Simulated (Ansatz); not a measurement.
# C3H7AlSi: the cost of one run

All numbers below are computed with Ansatz 0.2.0 (RKS PBE/STO-3G).

### Step 1. The system as given

Bond lengths: Al1–C2 1.967 Å, C2–C3 1.325 Å, C3–C4 1.504 Å, C3–Si5 1.983 Å, C4–Si5 1.668 Å, Al1–H6 1.606 Å, Al1–H7 1.594 Å, C2–H8 1.041 Å, C4–H9 1.070 Å, C4–H10 1.144 Å, Si5–H11 1.475 Å, Si5–H12 1.479 Å. Angles (14 of 21 angles, heavy atoms first): Al1–C2–C3 120.7°, C2–C3–C4 154.4°, C2–C3–Si5 150.2°, C4–C3–Si5 55.1°, C3–C4–Si5 77.2°, C3–Si5–C4 47.7°, Al1–C2–H8 120.7°, C3–C2–H8 118.5°, C2–Al1–H6 120.2°, C2–Al1–H7 120.2°, C3–C4–H9 110.9°, C3–C4–H10 106.1°, Si5–C4–H9 119.2°, Si5–C4–H10 115.7°.

As a file:

```xyz
12

Al   -0.5755    0.3038    2.3954
C    -0.9563   -0.6261    0.7040
C    -0.2574   -0.3567   -0.3892
C     0.1858   -0.5908   -1.8077
Si    1.2028    0.6292   -1.2992
H     0.5219    1.4750    2.4436
H    -1.4744    0.0287    3.6822
H    -1.6919   -1.3604    0.6550
H     0.5759   -1.5802   -1.9278
H    -0.6877   -0.2646   -2.4702
H     2.4538    0.2412   -0.6204
H     0.7800    2.0457   -1.3315
```

### Step 2. Preparing the start

input.yaml reads:

```yaml
crystal:
  periodic: [false, false, false]
  atoms:
    - { symbol: Al, position_ang: [-0.5755, 0.3038, 2.3954] }
    - { symbol: C, position_ang: [-0.9563, -0.6261, 0.704] }
    - { symbol: C, position_ang: [-0.2574, -0.3567, -0.3892] }
    - { symbol: C, position_ang: [0.1858, -0.5908, -1.8077] }
    - { symbol: Si, position_ang: [1.2028, 0.6292, -1.2992] }
    - { symbol: H, position_ang: [0.5219, 1.475, 2.4436] }
    - { symbol: H, position_ang: [-1.4744, 0.0287, 3.6822] }
    - { symbol: H, position_ang: [-1.6919, -1.3604, 0.655] }
    - { symbol: H, position_ang: [0.5759, -1.5802, -1.9278] }
    - { symbol: H, position_ang: [-0.6877, -0.2646, -2.4702] }
    - { symbol: H, position_ang: [2.4538, 0.2412, -0.6204] }
    - { symbol: H, position_ang: [0.78, 2.0457, -1.3315] }
basis:
  gaussian: { orbitals: STO-3G }
hamiltonian:
  xc: pbe
relax:
  f_tol: 0.02
  max_steps: 40
scf:
  lower_state_search: "off"
```

Command:

```sh
> ansatz run input.yaml --threads 1 --pin off --max-ram 2048MiB --backend cpu --events-out ev --progress --plain --runs-dir out
```

What time and memory should one allow on 1 thread of an x86-64 CPU, shared host?

About 14 s, with a peak of 0.13 GiB.
